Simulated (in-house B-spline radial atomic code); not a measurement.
**Sb⁵⁺: density, ELF and screening along the radius**

Aim: the shell structure of Sb⁵⁺ in the radial density, the electron localisation function and the screened nuclear charge, under several settings.

Program: in-house B-spline radial atomic code version 1. Level of theory: several methods, spin-polarised, as named in each step; spherical all-electron atom at the radial basis limit. These are calculated values, not measurements, unless marked.

## (1) The atom as given

```
element       : antimony (Z = 51)
charge        : +5
electrons     : 46
configuration : [Kr] 4d10
nucleus       : point (non-relativistic runs) or finite (X2C runs)
```

Outer shells as boxes (Hund's rule):

[Kr] 4d10
```
[Kr] core
4d [↑↓][↑↓][↑↓][↑↓][↑↓]
```

Where spins are not typed, each open shell is filled with up spins first.

## (2) CAM-B3LYP, X2C, [Kr] 4d10

Input settings:

```ini
Z = 51
electrons = 46.0
configuration = [Kr] 4d10
hamiltonian = x2c
method = camb3lyp
spin_polarised = True
nucleus = fermi
rms_radius = 4.6802
mass_number = 121
atomic_mass = 120.903811353
speed_of_light = 137.035999084
```

On the command line:

```console
$ python run_scf.py task.json out
```

The settings of every run stand in task.json; they run in order.

From the run's result record (rounded, not every field):

```text
status: converged
scf [iteration, energy, orbital gradient]:
  - [1, -6456.13376865, 0.871]
  - [2, -6467.68539867, 0.625]
  - [3, -6475.23841135, 0.139]
  - [4, -6475.6298361, 0.0342]
  - [5, -6475.64271776, 0.0169]
  - [6, -6475.64797945, 0.00361]
  - [7, -6475.64814501, 0.000356]
  - [8, -6475.64814731, 1.56e-05]
  - [9, -6475.64814732, 4.48e-07]
energy [hartree]: {"total": -6475.64814732, "kinetic": 6834.26893873, "nuclear": -15629.1498472, "coulomb": 2490.11100962, "exact_exchange": -35.796729461, "xc": -135.081518991}
orbitals [hartree, bohr; up spins, the down spins are equal]:
  - ["name", "occ", "eps", "<r>", "<r^2>", "<1/r>", "r_max"]
  - ["1s up", 1.0, -1116.7146, 0.02783, 0.001059, 56.888, 0.017645]
  - ["2s up", 1.0, -172.48482, 0.12208, 0.017637, 12.92, 0.10356]
  - ["2p up", 3.0, -155.1452, 0.10683, 0.01395, 11.975, 0.082732]
  - ["3s up", 1.0, -35.872611, 0.33004, 0.12466, 4.5364, 0.29995]
  - ["3p up", 3.0, -30.180534, 0.32824, 0.12509, 4.2347, 0.29335]
  - ["3d up", 5.0, -21.444337, 0.30523, 0.11045, 3.9791, 0.2442]
  - ["4s up", 1.0, -7.8354091, 0.79023, 0.70592, 1.7806, 0.72287]
  - ["4p up", 3.0, -6.0685849, 0.84922, 0.82213, 1.6088, 0.7619]
  - ["4d up", 5.0, -3.4549151, 1.0026, 1.1742, 1.3192, 0.84297]
sum_r [bohr^k]: {"-1": 312.1466, "1": 23.32476, "2": 20.31235}
radius_at_0.001 [bohr]: 2.605
radius_enclosing_fraction [bohr]: {"0.5": 0.3533, "0.9": 1.12, "0.99": 1.796}
slater [hartree]:
  F0(4p up,4p up): 1.0586
  F2(4p up,4p up): 0.55588
  F0(4p up,4p down): 1.0586
  F2(4p up,4p down): 0.55588
  F0(4p up,4d up): 0.96978
  F2(4p up,4d up): 0.49161
  G1(4p up,4d up): 0.62503
  G3(4p up,4d up): 0.38629
  F0(4p up,4d down): 0.96978
  F2(4p up,4d down): 0.49161
  F0(4p down,4p down): 1.0586
  F2(4p down,4p down): 0.55588
  F0(4p down,4d up): 0.96978
  F2(4p down,4d up): 0.49161
  F0(4p down,4d down): 0.96978
  F2(4p down,4d down): 0.49161
  G1(4p down,4d down): 0.62503
  G3(4p down,4d down): 0.38629
  F0(4d up,4d up): 0.90024
  F2(4d up,4d up): 0.45621
  F4(4d up,4d up): 0.30213
  F0(4d up,4d down): 0.90024
  F2(4d up,4d down): 0.45621
  F4(4d up,4d down): 0.30213
  F0(4d down,4d down): 0.90024
  F2(4d down,4d down): 0.45621
  F4(4d down,4d down): 0.30213
```

Run time: 1.1 s. Hardware: 1 thread, shared host.

radius_at_0.001 is where the density falls to 0.001 electrons per bohr³.

The record's radial tables, every 2nd point:

| r (bohr) | 4πr²n (1/bohr) | ELF | screened charge r·V (e) | reduced gradient s |
| --- | --- | --- | --- | --- |
| 0.00400 | 19.25 | 0.9992 | 49.77 | 0.6051 |
| 0.00590 | 31.07 | 0.9985 | 49.21 | 0.5718 |
| 0.00868 | 45.93 | 0.9964 | 48.43 | 0.5753 |
| 0.0128 | 60.16 | 0.9874 | 47.34 | 0.6164 |
| 0.0188 | 66.55 | 0.9336 | 45.90 | 0.6915 |
| 0.0277 | 61.59 | 0.6362 | 43.98 | 0.7390 |
| 0.0409 | 56.90 | 0.3134 | 41.45 | 0.5278 |
| 0.0602 | 70.54 | 0.5268 | 38.19 | 0.2836 |
| 0.0887 | 84.66 | 0.7550 | 34.16 | 0.3898 |
| 0.131 | 67.43 | 0.4765 | 29.52 | 0.5251 |
| 0.192 | 61.29 | 0.3977 | 24.44 | 0.2409 |
| 0.283 | 68.14 | 0.7594 | 19.07 | 0.3624 |
| 0.417 | 33.61 | 0.4178 | 14.45 | 0.7276 |
| 0.614 | 22.54 | 0.3975 | 10.36 | 0.1942 |
| 0.905 | 22.44 | 0.7797 | 6.949 | 0.4593 |
| 1.33 | 7.807 | 0.4973 | 5.366 | 1.050 |
| 1.96 | 0.9270 | 0.06677 | 5.027 | 2.773 |
| 2.89 | 0.02825 | 0.001087 | 5.000 | 11.58 |

## (3) exchange-only LDA, X2C, [Kr] 4d10

Changes to the settings of step 2:

```diff
@@ -4,3 +4,3 @@
 hamiltonian = x2c
-method = camb3lyp
+method = lda,
 spin_polarised = True
```

Result record:

```text
status: converged
iterations: 9
energy [hartree]: {"total": -6464.43098779, "kinetic": 6823.74907073, "nuclear": -15616.7309586, "coulomb": 2488.06519115, "xc": -159.514291076}
orbitals [hartree, bohr; up spins, the down spins are equal]:
  - ["name", "occ", "eps", "<r>"]
  - ["1s up", 1.0, -1112.2326, 0.02786]
  - ["2s up", 1.0, -171.02075, 0.12223]
  - ["2p up", 3.0, -153.95253, 0.10688]
  - ["3s up", 1.0, -35.154676, 0.3309]
  - ["3p up", 3.0, -29.575045, 0.3289]
  - ["3d up", 5.0, -20.978153, 0.3057]
  - ["4s up", 1.0, -7.4722884, 0.78974]
  - ["4p up", 3.0, -5.7528786, 0.84917]
  - ["4d up", 5.0, -3.2312397, 1.0053]
sum_r [bohr^k]: {"-1": 311.8867, "1": 23.36157, "2": 20.40119}
```

Run time: 0.22 s. Hardware: 1 thread, shared host.

Fields along the radius, from the same record (one point in 4):

| r (bohr) | 4πr²n (1/bohr) | ELF | screened charge r·V (e) | reduced gradient s |
| --- | --- | --- | --- | --- |
| 0.00401 | 19.26 | 0.9992 | 49.77 | 0.6046 |
| 0.00869 | 45.87 | 0.9964 | 48.43 | 0.5752 |
| 0.0189 | 66.49 | 0.9319 | 45.88 | 0.6921 |
| 0.0409 | 56.92 | 0.3142 | 41.45 | 0.5281 |
| 0.0888 | 84.57 | 0.7543 | 34.16 | 0.3901 |
| 0.193 | 61.46 | 0.4031 | 24.38 | 0.2398 |
| 0.418 | 33.49 | 0.4142 | 14.44 | 0.7240 |
| 0.907 | 22.25 | 0.7779 | 6.951 | 0.4613 |
| 1.97 | 0.9178 | 0.06610 | 5.027 | 2.783 |

## (4) LDA (PW92), X2C, [Kr] 4d10

Changes to the settings of step 3:

```diff
@@ -4,3 +4,3 @@
 hamiltonian = x2c
-method = lda,
+method = lda,pw
 spin_polarised = True
```

Result record:

```text
status: converged
iterations: 9
energy [hartree]: {"total": -6469.07704091, "kinetic": 6825.04183671, "nuclear": -15619.226901, "coulomb": 2489.32004883, "xc": -164.21202548}
orbitals [hartree, bohr; up spins, the down spins are equal]:
  - ["name", "occ", "eps", "<r>"]
  - ["1s up", 1.0, -1112.3521, 0.02786]
  - ["2s up", 1.0, -171.11694, 0.12223]
  - ["2p up", 3.0, -154.05023, 0.10688]
  - ["3s up", 1.0, -35.238943, 0.33086]
  - ["3p up", 3.0, -29.659357, 0.32885]
  - ["3d up", 5.0, -21.062825, 0.30564]
  - ["4s up", 1.0, -7.5462312, 0.78944]
  - ["4p up", 3.0, -5.8260143, 0.8486]
  - ["4d up", 5.0, -3.3014081, 1.0028]
sum_r [bohr^k]: {"-1": 311.9358, "1": 23.33136, "2": 20.32445}
```

Wall time 0.23 s (1 thread, shared host).

Fields along the radius, from the same record (one point in 4):

| r (bohr) | 4πr²n (1/bohr) | ELF | screened charge r·V (e) | reduced gradient s |
| --- | --- | --- | --- | --- |
| 0.00400 | 19.20 | 0.9992 | 49.77 | 0.6050 |
| 0.00868 | 45.83 | 0.9964 | 48.43 | 0.5751 |
| 0.0188 | 66.49 | 0.9336 | 45.90 | 0.6909 |
| 0.0409 | 56.92 | 0.3142 | 41.45 | 0.5281 |
| 0.0887 | 84.58 | 0.7543 | 34.16 | 0.3895 |
| 0.192 | 61.32 | 0.3980 | 24.44 | 0.2424 |
| 0.417 | 33.70 | 0.4184 | 14.45 | 0.7232 |
| 0.905 | 22.35 | 0.7785 | 6.953 | 0.4593 |
| 1.96 | 0.9328 | 0.06725 | 5.027 | 2.780 |

## (5) Hartree-Fock, X2C, [Ar] 3d9 4s2 4p6 4d10 4f1

Changes to the settings of step 4:

```diff
@@ -2,5 +2,5 @@
 electrons = 46.0
-configuration = [Kr] 4d10
+configuration = [Ar] 3d9 4s2 4p6 4d10 4f1
 hamiltonian = x2c
-method = lda,pw
+method = hf
 spin_polarised = True
```

Result record:

```text
status: converged
iterations: 11
energy [hartree]: {"total": -6452.0217982, "kinetic": 6812.59758234, "nuclear": -15541.7521295, "coulomb": 2441.35262662, "exact_exchange": -164.21987765}
orbitals [hartree, bohr; first row names the columns]:
  - ["name", "occ", "eps", "<r>"]
  - ["1s up", 1.0, -1129.9872, 0.027824]
  - ["1s down", 1.0, -1129.9842, 0.027824]
  - ["2s up", 1.0, -178.7972, 0.12191]
  - ["2s down", 1.0, -178.62375, 0.12183]
  - ["2p up", 3.0, -160.76281, 0.10686]
  - ["2p down", 3.0, -160.59293, 0.10676]
  - ["3s up", 1.0, -39.170994, 0.32639]
  - ["3s down", 1.0, -38.927087, 0.32677]
  - ["3p up", 3.0, -33.142615, 0.32426]
  - ["3p down", 3.0, -32.840523, 0.32483]
  - ["3d up", 5.0, -24.015928, 0.30025]
  - ["3d down", 4.0, -23.823623, 0.30373]
  - ["4s up", 1.0, -9.0346188, 0.77844]
  - ["4s down", 1.0, -8.9896607, 0.77929]
  - ["4p up", 3.0, -7.0634266, 0.83053]
  - ["4p down", 3.0, -7.0158095, 0.83158]
  - ["4d up", 5.0, -4.067537, 0.95695]
  - ["4d down", 5.0, -4.0092312, 0.95669]
  - ["4f up", 1.0, -1.3620625, 1.9186]
sum_r [bohr^k]: {"-1": 310.4308, "1": 24.28772, "2": 23.29493}
```

Run time: 0.53 s. Hardware: 1 thread, shared host.

The record's radial tables, every 4th point:

| r (bohr) | 4πr²n (1/bohr) | ELF | screened charge r·V (e) | reduced gradient s | 4πr²(n↑−n↓) |
| --- | --- | --- | --- | --- | --- |
| 0.00472 | 23.80 | 0.9990 | 49.57 | 0.5855 | -0.00009 |
| 0.0108 | 54.48 | 0.9931 | 47.88 | 0.5930 | -0.0001598 |
| 0.0248 | 63.93 | 0.7601 | 44.62 | 0.7388 | 0.001739 |
| 0.0569 | 67.69 | 0.4729 | 38.81 | 0.2937 | 0.09550 |
| 0.130 | 66.98 | 0.4836 | 29.86 | 0.5383 | 1.584 |
| 0.299 | 62.91 | 0.7628 | 18.77 | 0.4264 | 3.152 |
| 0.686 | 25.98 | 0.6621 | 9.489 | 0.2054 | 0.4233 |
| 1.57 | 3.434 | 0.1698 | 5.287 | 1.516 | 0.4343 |
| 3.60 | 0.08091 | 0.003652 | 5.006 | 4.161 | 0.08036 |

## (6) The runs side by side

| run | total energy (hartree) | highest level (eV) | radius holding 50 / 90 / 99 % (bohr) | radius at n = 0.001 (bohr) | ELF minima on the full grid (bohr) |
| --- | --- | --- | --- | --- | --- |
| CAM-B3LYP, X2C, [Kr] 4d10 | -6475.6481 | -94.013 | 0.353 / 1.12 / 1.80 | 2.60 | 0.041, 0.16, 0.51 |
| exchange-only LDA, X2C, [Kr] 4d10 | -6464.4310 | -87.927 | 0.354 / 1.12 / 1.80 | 2.61 | 0.041, 0.16, 0.51 |
| LDA (PW92), X2C, [Kr] 4d10 | -6469.0770 | -89.836 | 0.353 / 1.12 / 1.80 | 2.60 | 0.041, 0.16, 0.51 |
| Hartree-Fock, X2C, [Ar] 3d9 4s2 4p6 4d10 4f1 | -6452.0218 | -37.064 | 0.363 / 1.14 / 2.11 | 3.25 | 0.046, 0.16, 0.45 |

**Reading.** In the first run ELF has 3 minima on the grid, which mark the borders between shells. On the record's full grid the screened charge (r times the electrostatic potential) falls from 50.9 near the nucleus to 5.00 at 3.5 bohr; far out it tends to the net charge, 5. The radius that holds 99 % of the electrons runs from 1.80 bohr (CAM-B3LYP, X2C, [Kr] 4d10) to 2.11 bohr (Hartree-Fock, X2C, [Ar] 3d9 4s2 4p6 4d10 4f1). The grid is coarse (about 21 % a step), so the places of minima are rough. For X2C runs ELF uses the non-relativistic kinetic energy density, and the fields carry no picture-change correction.
